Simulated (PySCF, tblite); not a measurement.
# C5H9NSi: a rotation path, then NMR shifts on frames, part 2 of 2

tblite 0.8.0 and PySCF 2.14.0. Atoms count from 0.

## 5. Shielding tensors: image 4, PBE0/pcSseg-1

What the job is given:

```
{"job": {"kind": "nmr", "xc": "PBE0", "basis": "pcSseg-1", "pop": false}, "charge": 0, "multiplicity": 1}
C     -2.050900    -0.587300    -0.703900
C     -1.431600    -0.017300     0.570000
Si     0.375000     0.513400     0.323200
C      0.647300     2.345100     0.449600
N      0.795600     3.479200     0.521500
C      1.642200    -0.362500    -0.768600
C      1.874000    -0.549200     0.743800
H     -3.093700    -0.853300    -0.536300
H     -1.517800    -1.480600    -1.020200
H     -2.009600     0.140700    -1.511100
H     -1.495400    -0.765900     1.362300
H     -2.013700     0.843200     0.906200
H      1.364000    -1.250700    -1.318700
H      2.402300     0.200700    -1.291300
H      2.769500    -0.094200     1.140500
H      1.735300    -1.552400     1.121500
```

With the program's defaults for keys left out, this is: GIAO PBE0/pcSseg-1 NMR shielding, non-relativistic, gas phase.

Output:

```text
coarse grid: 13696 points
cycle   1  E = -539.5713480335  dE =  6.643e-01  |g| = 5.437e-01  |ddm| = 3.597e+00
cycle   2  E = -539.4469604127  dE =  1.244e-01  |g| = 9.146e-01  |ddm| = 1.131e+00
cycle   3  E = -539.6399790606  dE = -1.930e-01  |g| = 2.101e-01  |ddm| = 7.354e-01
cycle   4  E = -539.6492692277  dE = -9.290e-03  |g| = 4.966e-02  |ddm| = 1.412e-01
cycle   5  E = -539.6497753843  dE = -5.062e-04  |g| = 1.786e-02  |ddm| = 5.537e-02
cycle   6  E = -539.6498640099  dE = -8.863e-05  |g| = 3.618e-03  |ddm| = 2.042e-02
cycle   7  E = -539.6498672143  dE = -3.204e-06  |g| = 9.323e-04  |ddm| = 3.950e-03
final grid: 127312 points
cycle   8  E = -539.6913993533  dE = -3.056e-05  |g| = 8.282e-03  |ddm| = 2.401e-02
cycle   9  E = -539.6913905168  dE =  8.837e-06  |g| = 1.024e-02  |ddm| = 1.403e-02
cycle  10  E = -539.6914161894  dE = -2.567e-05  |g| = 1.814e-03  |ddm| = 8.153e-03
cycle  11  E = -539.6914168883  dE = -6.988e-07  |g| = 5.437e-04  |ddm| = 1.367e-03
cycle  12  E = -539.6914169493  dE = -6.105e-08  |g| = 1.272e-04  |ddm| = 4.425e-04
cycle  13  E = -539.6914169532  dE = -3.890e-09  |g| = 4.229e-05  |ddm| = 1.533e-04
cycle  14  E = -539.6914169537  dE = -4.538e-10  |g| = 1.180e-05  |ddm| = 4.932e-05
converged SCF energy = -539.6914169537

GIAO shielding tensors (ppm)
atom      isotropic    diamagn.    paramagn.     s11        s22        s33       span
  0 C      174.318     246.860     -72.542    164.101    172.485    186.368     22.267
  1 C      181.964     253.304     -71.340    171.113    180.668    194.112     23.000
  2 Si     467.403     881.812    -414.408    351.649    370.303    680.259    328.610
  3 C       61.420     262.876    -201.456    -53.942    -51.201    289.402    343.343
  4 N      -93.431     337.955    -431.387   -305.397   -283.366    308.469    613.866
  5 C      186.350     256.543     -70.193    167.046    183.173    208.832     41.786
  6 C      184.605     257.172     -72.567    166.963    180.760    206.093     39.130
  7 H       30.330      27.992       2.338     24.823     27.422     38.744     13.920
  8 H       30.858      30.814       0.045     25.560     30.313     36.702     11.142
  9 H       30.417      29.971       0.446     25.953     29.158     36.140     10.187
 10 H       30.550      31.268      -0.717     25.042     29.303     37.306     12.264
 11 H       30.438      30.587      -0.149     25.371     28.926     37.018     11.647
 12 H       30.890      32.489      -1.599     26.571     27.033     39.065     12.494
 13 H       30.812      30.937      -0.125     25.763     26.700     39.973     14.210
 14 H       30.739      30.341       0.398     25.693     26.665     39.860     14.167
 15 H       30.970      31.964      -0.994     26.049     27.394     39.468     13.419
```

Wall time 18 s (1 thread of Arm Neoverse V1, shared host); peak memory 0.88 GiB.

In short: δ C3 125.5, C0 12.6, C1 5.0, C6 2.3, H7 1.39, H9 1.30 ppm.

## 6. Shielding tensors: image 6, PBE0/pcSseg-1

What the job is given:

```
{"job": {"kind": "nmr", "xc": "PBE0", "basis": "pcSseg-1", "pop": false}, "charge": 0, "multiplicity": 1}
C     -1.944500    -0.823900    -0.584500
C     -1.485100     0.173000     0.475100
Si     0.357400     0.599200     0.311600
C      0.758200     2.365700     0.714300
N      0.992200     3.461300     0.955800
C      1.585300    -0.212000    -0.872500
C      1.770200    -0.614000     0.604600
H     -3.009900    -1.026600    -0.483700
H     -1.408700    -1.764700    -0.483500
H     -1.765100    -0.432000    -1.583300
H     -1.682400    -0.242100     1.466000
H     -2.075500     1.088400     0.400400
H      1.260500    -0.998800    -1.539300
H      2.393700     0.361000    -1.304200
H      2.686100    -0.278400     1.068500
H      1.559900    -1.647200     0.843400
```

Level: GIAO PBE0/pcSseg-1 NMR shielding, non-relativistic, gas phase.

Output:

```text
coarse grid: 13696 points
cycle   1  E = -539.5722508918  dE =  6.657e-01  |g| = 5.436e-01  |ddm| = 3.601e+00
cycle   2  E = -539.4461921480  dE =  1.261e-01  |g| = 9.178e-01  |ddm| = 1.138e+00
cycle   3  E = -539.6410232784  dE = -1.948e-01  |g| = 2.081e-01  |ddm| = 7.406e-01
cycle   4  E = -539.6500992570  dE = -9.076e-03  |g| = 5.070e-02  |ddm| = 1.405e-01
cycle   5  E = -539.6506326005  dE = -5.333e-04  |g| = 1.768e-02  |ddm| = 5.621e-02
cycle   6  E = -539.6507193530  dE = -8.675e-05  |g| = 3.606e-03  |ddm| = 2.017e-02
cycle   7  E = -539.6507225234  dE = -3.170e-06  |g| = 9.466e-04  |ddm| = 3.930e-03
final grid: 127312 points
cycle   8  E = -539.6921297086  dE = -3.491e-05  |g| = 8.177e-03  |ddm| = 2.700e-02
cycle   9  E = -539.6921210688  dE =  8.640e-06  |g| = 1.010e-02  |ddm| = 1.380e-02
cycle  10  E = -539.6921461578  dE = -2.509e-05  |g| = 1.720e-03  |ddm| = 8.120e-03
cycle  11  E = -539.6921467816  dE = -6.239e-07  |g| = 5.618e-04  |ddm| = 1.344e-03
cycle  12  E = -539.6921468473  dE = -6.563e-08  |g| = 1.250e-04  |ddm| = 4.408e-04
cycle  13  E = -539.6921468510  dE = -3.727e-09  |g| = 4.286e-05  |ddm| = 1.516e-04
cycle  14  E = -539.6921468515  dE = -4.684e-10  |g| = 1.143e-05  |ddm| = 4.872e-05
converged SCF energy = -539.6921468515

GIAO shielding tensors (ppm)
atom      isotropic    diamagn.    paramagn.     s11        s22        s33       span
  0 C      176.515     247.168     -70.654    166.735    175.377    187.431     20.696
  1 C      183.026     253.344     -70.318    169.217    179.324    200.536     31.320
  2 Si     468.745     881.634    -412.889    350.446    370.313    685.476    335.030
  3 C       61.449     262.681    -201.232    -53.633    -51.544    289.524    343.156
  4 N      -92.890     337.825    -430.715   -303.570   -284.306    309.208    612.778
  5 C      186.162     256.493     -70.331    167.116    183.683    207.687     40.571
  6 C      187.336     256.978     -69.642    169.630    183.995    208.384     38.754
  7 H       30.389      28.020       2.369     24.877     27.467     38.823     13.946
  8 H       31.136      31.033       0.103     25.874     30.419     37.116     11.242
  9 H       30.703      30.342       0.360     26.040     29.586     36.482     10.442
 10 H       30.155      30.778      -0.623     25.092     28.728     36.645     11.552
 11 H       30.458      30.601      -0.143     25.097     29.041     37.238     12.141
 12 H       30.846      32.491      -1.645     26.266     27.415     38.856     12.590
 13 H       30.779      30.749       0.031     25.623     26.691     40.024     14.401
 14 H       30.781      30.427       0.354     25.652     26.680     40.010     14.358
 15 H       30.961      32.155      -1.194     25.961     27.525     39.395     13.434
```

Wall time 19 s (1 thread of Arm Neoverse V1, shared host); peak memory 0.88 GiB.

This run: δ C3 125.5, C0 10.4, C1 3.9, C5 0.8, H10 1.56, H7 1.33 ppm.

## 7. Nuclear shieldings: image 8, PBE0/pcSseg-1

What the job is given:

```
{"job": {"kind": "nmr", "xc": "PBE0", "basis": "pcSseg-1", "pop": false}, "charge": 0, "multiplicity": 1}
C     -1.878500    -0.991200    -0.388400
C     -1.508200     0.315800     0.305300
Si     0.358300     0.648400     0.293700
C      0.809500     2.320500     0.959400
N      1.065500     3.361600     1.364800
C      1.580800    -0.058500    -0.957500
C      1.692800    -0.675000     0.451600
H     -2.957100    -1.137400    -0.374700
H     -1.415100    -1.839700     0.109700
H     -1.551500    -0.984700    -1.425500
H     -1.868500     0.292300     1.335600
H     -2.025500     1.144700    -0.182100
H      1.236100    -0.724400    -1.736300
H      2.430300     0.524400    -1.283500
H      2.611000    -0.471900     0.983800
H      1.412400    -1.716000     0.532500
```

Level: GIAO PBE0/pcSseg-1 NMR shielding, non-relativistic, gas phase.

Output:

```text
coarse grid: 13696 points
cycle   1  E = -539.5736933679  dE =  6.668e-01  |g| = 5.437e-01  |ddm| = 3.605e+00
cycle   2  E = -539.4464899808  dE =  1.272e-01  |g| = 9.202e-01  |ddm| = 1.138e+00
cycle   3  E = -539.6425175069  dE = -1.960e-01  |g| = 2.073e-01  |ddm| = 7.414e-01
cycle   4  E = -539.6515047367  dE = -8.987e-03  |g| = 5.122e-02  |ddm| = 1.406e-01
cycle   5  E = -539.6520524885  dE = -5.478e-04  |g| = 1.748e-02  |ddm| = 5.628e-02
cycle   6  E = -539.6521370946  dE = -8.461e-05  |g| = 3.601e-03  |ddm| = 1.991e-02
cycle   7  E = -539.6521402516  dE = -3.157e-06  |g| = 9.523e-04  |ddm| = 3.933e-03
final grid: 127312 points
cycle   8  E = -539.6936441089  dE = -3.166e-05  |g| = 8.277e-03  |ddm| = 2.485e-02
cycle   9  E = -539.6936343835  dE =  9.725e-06  |g| = 1.040e-02  |ddm| = 1.421e-02
cycle  10  E = -539.6936608193  dE = -2.644e-05  |g| = 1.905e-03  |ddm| = 8.450e-03
cycle  11  E = -539.6936615974  dE = -7.781e-07  |g| = 5.567e-04  |ddm| = 1.425e-03
cycle  12  E = -539.6936616622  dE = -6.482e-08  |g| = 1.279e-04  |ddm| = 4.636e-04
cycle  13  E = -539.6936616661  dE = -3.901e-09  |g| = 4.426e-05  |ddm| = 1.557e-04
cycle  14  E = -539.6936616666  dE = -4.967e-10  |g| = 1.113e-05  |ddm| = 4.826e-05
converged SCF energy = -539.6936616666

GIAO shielding tensors (ppm)
atom      isotropic    diamagn.    paramagn.     s11        s22        s33       span
  0 C      178.681     247.467     -68.786    171.942    174.013    190.088     18.146
  1 C      182.777     253.320     -70.543    168.366    176.086    203.879     35.513
  2 Si     470.179     881.577    -411.397    354.107    366.491    689.940    335.832
  3 C       61.677     262.633    -200.956    -52.521    -51.759    289.311    341.832
  4 N      -93.257     337.755    -431.012   -303.833   -287.397    311.459    615.292
  5 C      188.114     256.817     -68.703    169.144    187.043    208.155     39.011
  6 C      188.350     256.905     -68.555    169.659    187.746    207.645     37.985
  7 H       30.415      28.092       2.324     24.875     27.505     38.866     13.991
  8 H       31.109      30.882       0.227     25.900     30.256     37.170     11.270
  9 H       31.030      30.806       0.224     25.886     30.222     36.981     11.094
 10 H       30.217      30.598      -0.381     25.140     28.733     36.779     11.638
 11 H       30.296      30.640      -0.345     25.080     28.870     36.937     11.857
 12 H       30.868      32.450      -1.582     25.859     27.669     39.076     13.217
 13 H       30.798      30.625       0.172     25.631     26.674     40.087     14.456
 14 H       30.762      30.514       0.249     25.602     26.643     40.043     14.441
 15 H       30.901      32.377      -1.476     25.812     27.683     39.206     13.394
```

Run time: 18 s. Hardware: 1 thread of Arm Neoverse V1, shared host; peak memory 0.88 GiB.

This run: δ C3 125.2, C0 8.2, C1 4.1, C5 -1.2, H10 1.50, H11 1.42 ppm.

## 8. Comparing the runs: NMR shifts

Shifts (ppm) of some atoms, chosen among heavy atoms and hydrogens apart, with basis size and wall time:

```
  frame    C0   C1    C6    H9   H10     Si2     N4  functions  time
image 0  11.9  6.7   0.9  1.56  0.36  -120.0  363.5        171  25 s
image 2  12.8  7.2   2.6  1.46  0.63  -118.8  361.3        171  18 s
image 4  12.6  5.0   2.3  1.30  1.17  -118.2  361.2        171  18 s
image 6  10.4  3.9  -0.4  1.01  1.56  -119.6  360.6        171  19 s
image 8   8.2  4.1  -1.4  0.69  1.50  -121.0  361.0        171  18 s
```

## 9. Results

This closing draws on all 2 parts.

```
                                        quantity                                                     value
                                         barrier                        0.035 eV (0.8 kcal/mol) at image 4
                           end to end (GFN2-xTB)                                                  0.003 eV
 13C shifts against TMS (PBE0/pcSseg-1, image 0)                            124.7, 11.9, 6.7, 1.6, 0.9 ppm
  1H shifts against TMS (PBE0/pcSseg-1, image 0)  1.60, 1.58, 1.56, 1.22, 0.96, 0.95, 0.76, 0.70, 0.36 ppm
29Si shifts against TMS (PBE0/pcSseg-1, image 0)                                                -120.0 ppm
 15N shifts against NH3 (PBE0/pcSseg-1, image 0)                                                 363.5 ppm
           surface potential, 1st and 99th percentile                                        -1.73 V and 1.13 V
                        range of the shift of C0                                           8.2 to 12.8 ppm
```

In words: Along the band the dihedral turns by 120°, and the top (dihedral -96°) lies 0.8 kcal/mol above the start (GFN2-xTB, rough), so at room temperature this motion is fast. The top was not checked by a frequency run. Shifts at one fixed geometry are not the observed spectrum, which averages over the motion. In the first frame run (image 0): The largest span, 618 ppm, is at N4, where the paramagnetic term is -434 ppm. At PBE0/pcSseg-1, counted by nearest atom on the grid, the HOMO lies on Si2 28 %; C5, C6 about 21 % each, the LUMO on C3 24 %; N4 23 %. Across the 5 runs the shift of C0 moves most, between 8.2 (image 8) and 12.8 ppm (image 2).
